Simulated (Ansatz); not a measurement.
# GeF2 (SMILES [F][Ge][F]) at 6 levels

We compute a comparison of 6 runs (HF/STO-3G, HSE06/STO-3G, PBE/STO-3G, PBE0/STO-3G, r2SCAN/STO-3G, BCCD(T)/STO-3G) of GeF2. 

The results are computed with Ansatz 0.2.0.

50 further runs of the same task are left out: 17 that didn't finish, 33 set aside as unsound or not needed.

### Step 1. The structure to begin with

GeF2: 3 atoms, total charge 0, spin state singlet. SMILES: `[F][Ge][F]`. The F3–Ge1 distance was set to 2.697 Å, away from the relaxed value. At this shape a bond of the SMILES string is far longer than usual.

Bond lengths: Ge1–F2 1.800 Å. A long bond or contact: Ge1–F3 2.697 Å.

### Step 2. The energy at HF/STO-3G (run 1)

The input, in.yaml:

```yaml
basis:
  gaussian: {orbitals: STO-3G}
crystal:
  periodic: [false, false, false]
  atoms:
    - {symbol: Ge, position_ang: [0.669398, -0.025215, -1.417099]}
    - {symbol: F, position_ang: [1.985708, -0.036045, -0.189619]}
    - {symbol: F, position_ang: [-1.325320, 0.026670, 0.397200]}
hamiltonian: {xc: hf}
accuracy: high
```

Run with:

```sh
ansatz run in.yaml --threads 1 --pin off --max-ram 2610MiB --events-out events.jsonl --progress --plain --runs-dir runs
```

The program printed:

```text
Warning: RAYON_NUM_THREADS=1 ignored (pool sized by the plan → 1); use --threads N
Functional definition: HF
  name "HF"
  exchange = exact_x
  correlation = 0
387 factors; integrals over basis functions are off by at most 3.5e-8 eV
mean field evaluation 1: about -61153.2671 eV, gradient 2.2e1 eV
mean field evaluation 2: about -61153.3208 eV, gradient 2.2e1 eV
mean field evaluation 4: about -61158.9028 eV, gradient 1.3e1 eV
mean field evaluation 8: about -61160.1829 eV, gradient 3.0e-1 eV
mean field evaluation 16: about -61160.1714 eV, gradient 2.8e-8 eV
mean field -61160.17144421 eV, -2247.5948447217 hartree, gradient 2.8e-8 eV, S^2 0.000000; 0 other end points of the search recorded, 0 dependent functions left out
reference -61160.17144421 eV, -2247.5948447217 hartree; 25, 25 occupied and 3, 3 virtual orbitals, 387 factors
Total energy: -61160.17144421 eV, -2247.5948447217 hartree
```

Run time: 0.26 s. Hardware: 1 thread of Arm Neoverse V1, shared host.

### Step 3. The energy at HSE06/STO-3G (run 2)

The input, job.yaml:

```yaml
crystal:
  periodic: [false, false, false]
  atoms:
    - {symbol: Ge, position_ang: [0.669398, -0.025215, -1.417099]}
    - {symbol: F, position_ang: [1.985708, -0.036045, -0.189619]}
    - {symbol: F, position_ang: [-1.325320, 0.026670, 0.397200]}
basis:
  gaussian:
    orbitals: STO-3G
hamiltonian:
  xc: {name: HSE06}
accuracy: high
```

Run with:

```sh
ansatz run job.yaml --threads 1 --pin off --max-ram 2610MiB --events-out events.jsonl --progress --plain --runs-dir runs
```

The program printed:

```text
Warning: RAYON_NUM_THREADS=1 ignored (pool sized by the plan → 1); use --threads N
Functional definition: HSE06
  name "HSE06"
  parameter a = 0.25
  parameter omega = 0.11/bohr
  exchange = pbe_x - a*pbe_x_sr(omega) + a*exact_x_sr(omega)
  correlation = pbe_c
387 factors; integrals over basis functions are off by at most 3.5e-8 eV
47 factors; integrals over basis functions are off by at most 1.3e-9 eV
mean field evaluation 1: about -61197.9624 eV, gradient 2.5e1 eV
mean field evaluation 2: about -60879.8485 eV, gradient 6.8e1 eV
mean field evaluation 4: about -61193.1391 eV, gradient 4.4e1 eV
mean field evaluation 8: about -61205.5252 eV, gradient 1.8e-1 eV
mean field -61205.52573534 eV, -2249.2615841783 hartree, gradient 1.4e-8 eV, S^2 0.000000; 0 other end points of the search recorded, 0 dependent functions left out
reference -61205.52573664 eV, -2249.2615842262 hartree; 25, 25 occupied and 3, 3 virtual orbitals, 387 factors
Total energy: -61205.52573664 eV, -2249.2615842262 hartree
```

Wall time 1.7 s (1 thread of Arm Neoverse V1, shared host); peak memory 0.094 GiB.

Runs 3 to 5 aren't shown in full; the table further down has their settings and results.

### Step 4. The energy at BCCD(T)/STO-3G (run 6)

The input, run.yaml:

```yaml
crystal:
  periodic: [false, false, false]
  atoms:
    - {symbol: Ge, position_ang: [0.669398, -0.025215, -1.417099]}
    - {symbol: F, position_ang: [1.985708, -0.036045, -0.189619]}
    - {symbol: F, position_ang: [-1.325320, 0.026670, 0.397200]}
basis:
  gaussian:
    orbitals: STO-3G
scf:
  omitted_lower_state_checks: [cluster_reference, increment]
correlation:
  method: bccd_t
  frozen_orbitals: {F: 1, Ge: 9}
accuracy: high
```

Run with:

```sh
ansatz run run.yaml --threads 1 --pin off --max-ram 2610MiB --events-out events.jsonl --progress --plain --runs-dir runs
```

The program printed:

```text
Warning: RAYON_NUM_THREADS=1 ignored (pool sized by the plan → 1); use --threads N
[... 13 lines left out ...]
11 core orbitals not correlated: weight in the atoms' cores, before any rotation towards them, 1.000 or more for the frozen orbitals, at most 0.000 for the correlated occupied ones
[... 41 lines left out ...]
WARN: these amplitudes may be one of several solutions (largest doubles amplitude 0.53, level shift 7.79 eV)
Total energy: -61165.38814394 eV, -2247.7865549007 hartree
Checks for a lower state left out: cluster_reference, increment
```

Wall time 0.6 s (1 thread of Arm Neoverse V1, shared host).

### Step 5. Overview of the runs

```
run           level  frozen core orbitals   energy (Eh)  wall time
  1       HF/STO-3G                     –  -2247.594845     0.26 s
  2    HSE06/STO-3G                     –  -2249.261584      1.7 s
  3      PBE/STO-3G                     –  -2249.097212        9 s
  4     PBE0/STO-3G                     –  -2249.269433      1.6 s
  5   r2SCAN/STO-3G                     –  -2249.682508       13 s
  6  BCCD(T)/STO-3G                    11  -2247.786555      0.6 s
```

### Step 6. Summary of results

```
                                           quantity           value
                                run 6: total energy  -2247.78655 Eh
run 6: correlation energy (11 core orbitals frozen)      -191.7 mEh
                              run 6: (T) correction      -12.68 mEh
```

**Reading.** Totals of different functionals can't be ranked against each other. In run 6 the log says that unrestricted orbitals would lower the reference, so the values rest on an unstable closed-shell determinant (other closed-shell runs at this shape may share the fault). In runs 1, 2, 3, 4, 5, 6 the basis is minimal, so the values are rough. All runs together took 26 s, the longest 13 s.
